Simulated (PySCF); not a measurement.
# Bi(CH3)H4: structure and properties

Aim: find the relaxed shape of Bi(CH3)H4, test it by its vibrations, and read charges and levels. It is a constructed species; whether it can be made isn't addressed.

Method: PBE0, Bi def2-SVP with ECP60, C def2-SVP, H def2-SVP; scalar-relativistic core potentials, no spin–orbit coupling; program: PySCF 2.14.0.

3 further runs of the same task are left out: 2 for a known fault of the program, 1 that didn't finish.

**1. The system as given**

9 atoms, charge 0, spin multiplicity 1.

Bond lengths: Bi1–C2 2.299 Å, Bi1–H6 2.040 Å, Bi1–H7 2.040 Å, Bi1–H8 2.040 Å, Bi1–H9 2.040 Å, C2–H3 1.090 Å, C2–H4 1.090 Å, C2–H5 1.090 Å. Angles: C2–Bi1–H6 180.0°, C2–Bi1–H7 90.0°, C2–Bi1–H8 90.0°, C2–Bi1–H9 90.0°, H6–Bi1–H7 90.0°, H6–Bi1–H8 90.0°, H6–Bi1–H9 90.0°, H7–Bi1–H8 120.0°, H7–Bi1–H9 120.0°, H8–Bi1–H9 120.0°, Bi1–C2–H3 109.5°, Bi1–C2–H4 109.5°, Bi1–C2–H5 109.5°, H3–C2–H4 109.5°, H3–C2–H5 109.5°, H4–C2–H5 109.5°.

As a file:

```xyz
9
charge 0, multiplicity 1
Bi    0.0000    0.0000    0.0000
C     0.0000    0.0000    2.2990
H    -1.0277    0.0000    2.6623
H     0.5138   -0.8900    2.6623
H     0.5138    0.8900    2.6623
H     0.0000    0.0000   -2.0400
H     2.0400    0.0000    0.0000
H    -1.0200    1.7667    0.0000
H    -1.0200   -1.7667    0.0000
```

Formal oxidation states: Bi +5.

**2. SCF at the start, singlet**

File run.py (the lines that set the calculation):

```python
mol = gto.M(atom='''
Bi     0.00000     0.00000     0.00000
C      0.00000     0.00000     2.29900
H     -1.02770     0.00000     2.66230
H      0.51380    -0.89000     2.66230
H      0.51380     0.89000     2.66230
H      0.00000     0.00000    -2.04000
H      2.04000     0.00000     0.00000
H     -1.02000     1.76670     0.00000
H     -1.02000    -1.76670     0.00000''',
    basis={'Bi': 'def2-SVP', 'C': 'def2-SVP', 'H': 'def2-SVP'},
    ecp={'Bi': 'def2-SVP'},
    charge=0, spin=0)
mf = dft.RKS(mol, xc='PBE0')
mf.grids.atom_grid = (50, 194)
mf = mf.density_fit()  # fitting sets: Bi def2-universal-JKFIT, C def2-universal-JKFIT, H def2-universal-JKFIT
mf.conv_tol = 1e-08; mf.max_cycle = 55
mf.kernel(dm0)  # dm0: free metal ions and neutral atoms
```

Started as:

```
OMP_NUM_THREADS=2 python run.py
```

Output:

```text
init E= -257.874050516715
  HOMO = -0.212523466613558  LUMO = -0.131958128630433  gap/eV = 2.19229
cycle= 1 E= -256.300219380505  delta_E= 1.57  |g|= 0.906  |ddm|= 2.65
  HOMO = -0.217536906631302  LUMO = -0.111453115341433  gap/eV = 2.88669
cycle= 2 E= -255.858965789738  delta_E= 0.441  |g|= 1.59  |ddm|= 3.03
  HOMO = -0.210003463023501  LUMO = -0.0993488513148062  gap/eV = 3.01107
cycle= 3 E= -256.628738869001  delta_E= -0.77  |g|= 0.225  |ddm|= 1.81
  HOMO = -0.233922398754958  LUMO = -0.110507380032942  gap/eV = 3.35829
cycle= 4 E= -256.647517389108  delta_E= -0.0188  |g|= 0.0641  |ddm|= 0.451
  HOMO = -0.229054176957167  LUMO = -0.101356307787972  gap/eV = 3.47484
cycle= 5 E= -256.648740549553  delta_E= -0.00122  |g|= 0.0184  |ddm|= 0.139
  HOMO = -0.229211663971471  LUMO = -0.101437538624037  gap/eV = 3.47691
cycle= 6 E= -256.648858930262  delta_E= -0.000118  |g|= 0.00339  |ddm|= 0.0381
  HOMO = -0.22919577093889  LUMO = -0.101474316327256  gap/eV = 3.47548
cycle= 7 E= -256.64886488608  delta_E= -5.96e-06  |g|= 0.00145  |ddm|= 0.012
  HOMO = -0.229286981005417  LUMO = -0.101569364843789  gap/eV = 3.47537
cycle= 8 E= -256.64886628312  delta_E= -1.4e-06  |g|= 0.000125  |ddm|= 0.00413
  HOMO = -0.229278985293305  LUMO = -0.101568095134523  gap/eV = 3.47519
cycle= 9 E= -256.648866290613  delta_E= -7.49e-09  |g|= 3.96e-05  |ddm|= 0.000287
  HOMO = -0.229279895034658  LUMO = -0.101568105516783  gap/eV = 3.47521
Extra cycle  E= -256.648866289491  delta_E= 1.12e-09  |g|= 7e-05  |ddm|= 0.000201
converged SCF energy = -256.648866289491
```

It took 1.4 s on 2 threads of AMD EPYC 9R14 (Zen 4), shared host; peak memory 0.47 GiB.

Result: E = -256.648866 Eh, HOMO -6.24 eV, LUMO -2.76 eV, Mulliken charge on Bi1 +0.47 e. 

**3. Relaxation, singlet**

Steps are kept in the start's point group, C3v.

File run.py (the lines that set the calculation):

```python
mol = gto.M(atom='''
Bi     0.00000     0.00000    -0.14726
C     -0.00001     0.00000     2.15174
H     -1.02769     0.00001     2.51503
H      0.51381    -0.89000     2.51504
H      0.51383     0.88999     2.51504
H      0.00001     0.00000    -2.18726
H      2.04001    -0.00001    -0.14725
H     -1.01999     1.76670    -0.14727
H     -1.02001    -1.76669    -0.14727''',
    basis={'Bi': 'def2-SVP', 'C': 'def2-SVP', 'H': 'def2-SVP'},
    ecp={'Bi': 'def2-SVP'},
    charge=0, spin=0)
mf = dft.RKS(mol, xc='PBE0')
mf.grids.atom_grid = (50, 194)
mf = mf.density_fit()  # fitting sets: Bi def2-universal-JKFIT, C def2-universal-JKFIT, H def2-universal-JKFIT
mf.conv_tol = 1e-08; mf.max_cycle = 55
mf.kernel(dm0)  # dm0: an SCF of this state at this start
# quasi-Newton relaxation in Cartesian coordinates to a largest gradient under 0.00045 Eh/bohr, steps kept in the point group
```

Started as:

```
OMP_NUM_THREADS=2 python run.py
```

No log is kept here; the results follow.

Run time: 12 s. Hardware: 2 threads of AMD EPYC 9R14 (Zen 4), shared host.

Step by step:

```
step  energy from step 1 (eV)  largest force component (eV/Å)
   1                   0.0000                          1.6213
   2                  -0.5579                          1.0472
   3                  -0.7971                          0.3383
   4                  -0.8097                          0.0731
   5                  -0.8106                          0.0180
   6                  -0.8107                          0.0147
   7                  -0.8108                          0.0037
```

Close pairs (by a distance rule), those that changed most:

```
  bond  before (Å)  after (Å)  change (Å)
Bi1–H8       2.040      1.807      -0.233
Bi1–H9       2.040      1.807      -0.233
Bi1–H7       2.040      1.807      -0.233
Bi1–H6       2.040      1.859      -0.181
Bi1–C2       2.299      2.320      +0.021
 C2–H3       1.090      1.100      +0.010
 C2–H5       1.090      1.100      +0.010
 C2–H4       1.090      1.100      +0.010
```

It ends in C3v at E = -256.678661 Eh.

```
Bi    0.00000    0.00000   -0.16814
C    -0.00001    0.00000    2.15228
H    -1.04391    0.00001    2.49862
H     0.52192   -0.90404    2.49863
H     0.52194    0.90403    2.49863
H     0.00001    0.00000   -2.02698
H     1.80729   -0.00001   -0.17749
H    -0.90363    1.56516   -0.17751
H    -0.90365   -1.56515   -0.17751
```

**4. The relaxed geometry turned into its symmetry frame**

File run.py (the lines that set the calculation):

```python
mol = gto.M(atom='''
Bi     0.00000     0.00000    -0.14913
C     -0.00001     0.00000     2.17129
H     -1.04391     0.00001     2.51763
H      0.52192    -0.90404     2.51764
H      0.52194     0.90403     2.51764
H      0.00001     0.00000    -2.00796
H      1.80729    -0.00001    -0.15847
H     -0.90363     1.56516    -0.15849
H     -0.90365    -1.56515    -0.15849''',
    basis={'Bi': 'def2-SVP', 'C': 'def2-SVP', 'H': 'def2-SVP'},
    ecp={'Bi': 'def2-SVP'},
    charge=0, spin=0)
mf = dft.RKS(mol, xc='PBE0')
mf.grids.atom_grid = (50, 194)
mf = mf.density_fit()  # fitting sets: Bi def2-universal-JKFIT, C def2-universal-JKFIT, H def2-universal-JKFIT
mf.conv_tol = 1e-08; mf.max_cycle = 55
mf.kernel(dm0)  # dm0: free metal ions and neutral atoms
```

Started as:

```
OMP_NUM_THREADS=2 python run.py
```

Output:

```text
init E= -258.038239025277
  HOMO = -0.188834963869938  LUMO = -0.0947767973739477  gap/eV = 2.55945
cycle= 1 E= -256.384856012756  delta_E= 1.65  |g|= 0.857  |ddm|= 2.97
  HOMO = -0.215092381868409  LUMO = -0.0669904556594343  gap/eV = 4.03006
cycle= 2 E= -256.07110277064  delta_E= 0.314  |g|= 1.43  |ddm|= 3.13
  HOMO = -0.201815546800585  LUMO = -0.049123675031904  gap/eV = 4.15496
cycle= 3 E= -256.667865692881  delta_E= -0.597  |g|= 0.162  |ddm|=  1.6
  HOMO = -0.217664240342421  LUMO = -0.0601458209244612  gap/eV = 4.28629
cycle= 4 E= -256.678188546469  delta_E= -0.0103  |g|= 0.0393  |ddm|= 0.384
  HOMO = -0.213600302220964  LUMO = -0.0529207007196533  gap/eV = 4.37231
cycle= 5 E= -256.678624021814  delta_E= -0.000435  |g|= 0.011  |ddm|= 0.089
  HOMO = -0.213923843197115  LUMO = -0.0530525432102813  gap/eV = 4.37753
cycle= 6 E= -256.678660892186  delta_E= -3.69e-05  |g|= 0.000832  |ddm|= 0.019
  HOMO = -0.214018870922985  LUMO = -0.0531873250085528  gap/eV = 4.37645
cycle= 7 E= -256.678661248753  delta_E= -3.57e-07  |g|= 0.000116  |ddm|= 0.00288
  HOMO = -0.214014674130761  LUMO = -0.053188321230321  gap/eV = 4.37631
cycle= 8 E= -256.678661255144  delta_E= -6.39e-09  |g|= 5.47e-05  |ddm|= 0.000582
  HOMO = -0.214007893710098  LUMO = -0.0531843687769573  gap/eV = 4.37623
Extra cycle  E= -256.678661255644  delta_E= -5e-10  |g|= 4.5e-05  |ddm|= 0.000246
converged SCF energy = -256.678661255644
```

Wall time 0.7 s (2 threads of AMD EPYC 9R14 (Zen 4), shared host).

It gives: E = -256.678661 Eh, HOMO -5.82 eV, LUMO -1.45 eV, Mulliken charge on Bi1 +0.50 e. 

**5. Harmonic vibrations**

Changes to run.py (the lines that set the calculation) since step 4:

```diff
@@ -16,3 +16,4 @@
 mf = mf.density_fit()  # fitting sets: Bi def2-universal-JKFIT, C def2-universal-JKFIT, H def2-universal-JKFIT
-mf.conv_tol = 1e-08; mf.max_cycle = 55
-mf.kernel(dm0)  # dm0: free metal ions and neutral atoms
+mf.conv_tol = 1e-10; mf.max_cycle = 55
+mf.kernel(dm0)  # dm0: the density of the relaxed state
+# Hessian and dipole derivatives by central differences of gradients, 0.02 bohr
```

Started as:

```
OMP_NUM_THREADS=2 python run.py
```

The driver keeps no SCF log for this step, only its results.

Run time: 27 s. Hardware: 2 threads of AMD EPYC 9R14 (Zen 4), shared host.

Point group C3v; negative numbers are unstable modes, and those under 60 cm⁻¹ are near the numerical noise:

```
cm⁻¹  km/mol  symmetry
 149     0.0        a2
 281    26.5         e
 281    26.5         e
 417    41.1        a1
 462    11.2         e
 462    11.2         e
 736   110.9         e
 736   110.9         e
 819   451.5        a1
 940    19.3         e
 940    19.3         e
1129     2.2        a1
1420     1.6         e
1420     1.6         e
1513   125.4        a1
1723   286.4         e
1723   286.4         e
1729   181.8        a1
3053     9.0        a1
3193     3.9         e
3193     3.9         e
```

**6. Properties on a finer grid**

File run.py (the lines that set the calculation):

```python
mol = gto.M(atom='''
Bi     0.00000     0.00000    -0.16814
C     -0.00001     0.00000     2.15228
H     -1.04391     0.00001     2.49862
H      0.52192    -0.90404     2.49863
H      0.52194     0.90403     2.49863
H      0.00001     0.00000    -2.02698
H      1.80729    -0.00001    -0.17749
H     -0.90363     1.56516    -0.17751
H     -0.90365    -1.56515    -0.17751''',
    basis={'Bi': 'def2-SVP', 'C': 'def2-SVP', 'H': 'def2-SVP'},
    ecp={'Bi': 'def2-SVP'},
    charge=0, spin=0)
mf = dft.RKS(mol, xc='PBE0')
mf.grids.atom_grid = (75, 302)
mf = mf.density_fit()  # fitting sets: Bi def2-universal-JKFIT, C def2-universal-JKFIT, H def2-universal-JKFIT
mf.conv_tol = 1e-09; mf.max_cycle = 55
mf.kernel(dm0)  # dm0: the density of the relaxed state
```

Started as:

```
OMP_NUM_THREADS=2 python run.py
```

Output:

```text
init E= -256.678642814049
  HOMO = -0.214014525829054  LUMO = -0.0531853804979221  gap/eV = 4.37638
cycle= 1 E= -256.678642822405  delta_E= -8.36e-09  |g|= 4e-05  |ddm|= 0.000619
  HOMO = -0.214009168655911  LUMO = -0.0531842595004282  gap/eV = 4.37627
cycle= 2 E= -256.678642821792  delta_E= 6.12e-10  |g|= 6.21e-05  |ddm|= 0.000171
  HOMO = -0.214012320182702  LUMO = -0.0531848487405213  gap/eV = 4.37634
cycle= 3 E= -256.678642823013  delta_E= -1.22e-09  |g|= 4.05e-06  |ddm|= 9.83e-05
  HOMO = -0.214012066873428  LUMO = -0.05318455111947  gap/eV = 4.37634
cycle= 4 E= -256.678642823019  delta_E= -5.85e-12  |g|= 1.95e-06  |ddm|= 1.11e-05
  HOMO = -0.214012307397173  LUMO = -0.0531847972468213  gap/eV = 4.37634
Extra cycle  E= -256.67864282302  delta_E= -1.14e-12  |g|= 1.91e-06  |ddm|= 6.19e-06
converged SCF energy = -256.67864282302
```

Run time: 6.6 s. Hardware: 2 threads of AMD EPYC 9R14 (Zen 4), shared host.

Result: E = -256.678643 Eh, HOMO -5.82 eV, LUMO -1.45 eV, Mulliken charge on Bi1 +0.50 e, largest force component 0.006 eV/Å. 

Löwdin charges:

```
atom  value (e)
 Bi1       0.60
  C2      -0.28
  H3       0.03
  H4       0.03
  H5       0.03
  H6      -0.14
  H7      -0.09
  H8      -0.09
  H9      -0.09
```

Mulliken charges: Bi1 +0.50, C2 -0.38, H3 +0.07, H4 +0.07, H5 +0.07, H6 -0.13, H7 -0.07, H8 -0.07, H9 -0.07 e.

Contacts (the nearest donor of each ligand) and Mayer bond orders:

```
     contact  distance (Å)  bond order
Bi1–C2 (CH3)         2.320        0.75
  Bi1–H6 (H)         1.859        0.74
  Bi1–H7 (H)         1.807        0.81
  Bi1–H8 (H)         1.807        0.81
  Bi1–H9 (H)         1.807        0.81
```

Mulliken populations of Bi1 outside the core potential: s 3.62, p 8.63, d 10.24.

The fields below are evaluated on a grid from the run's orbitals.

Frontier orbitals at PBE0, with the share of their density that lies nearest to each atom:

```
orbital  energy (eV)                                       lies on
 HOMO-1        -9.48                    H6 43 %; C2 20 %; Bi1 16 %
   HOMO        -5.82  H6 24 %; C2 23 %; H7, H8, H9 about 13 % each
   LUMO        -1.45  Bi1 18 %; 4 H atoms about 16 % each; C2 10 %
```

ELF in a plane through or near 3 of the atoms.

Ten even steps from '0' (0.00) to '9' (1.00):
```
0000000000000000000000000000
0000000000000000000000000000
0000000000011000000000000000
0000000003676300000000000000
0000000016899610000000000000
0000000016999610012200000000
0000110004788410156520000000
0002776423444321478731000000
0006999953343335678731000000
0018999963656337444520000000
0018999963646337444631000000
0006999953343335789851000000
0002787423333321699961000000
0000111002454200389961000000
0000000002465100046620000000
0000000001354100001000000000
0000000000111000000000000000
0000000000000000000000000000
0000000000000000000000000000
0000000000000000000000000000
```
The map spans 10.8 Å across and 8.5 Å up, centred on the molecule. Atoms in the plane (x, y in Å): Bi1 (-0.9, 0.0), C2 (1.4, 0.0), H6 (-2.8, 0.0).

On the surface of density 0.002 e/bohr³ the electrostatic potential runs, from the 1st to the 99th percentile, from -0.48 to 1.33 V.

**7. Results**

```
                                              quantity                            value
                                 state and point group                     singlet, C3v
                                                 modes  149 to 3193 cm⁻¹, none unstable
strongest infrared band (modes within 1.5 cm⁻¹ summed)           1723 cm⁻¹ (573 km/mol)
                                     zero-point energy                         1.632 eV
                               ideal gas, 298 K, 1 bar   S = 302.8, Cp = 88.0 J/(mol K)
                                 metal–ligand contacts                   1.81 to 2.32 Å
                                       frontier levels     HOMO -5.82 eV, LUMO -1.45 eV
                                                dipole                           0.61 D
                                   mean polarisability                           9.1 Å³
```

What this shows: All modes are real, so the structure is a minimum. The metal carries +0.60 e by Löwdin's partition against a formal +5, and bond orders to the nearest donors reach 0.81. Both measures hang on the basis. One start shape was tried, so another isomer may lie lower. The bases are small and lack diffuse functions. Spin–orbit coupling is left out.
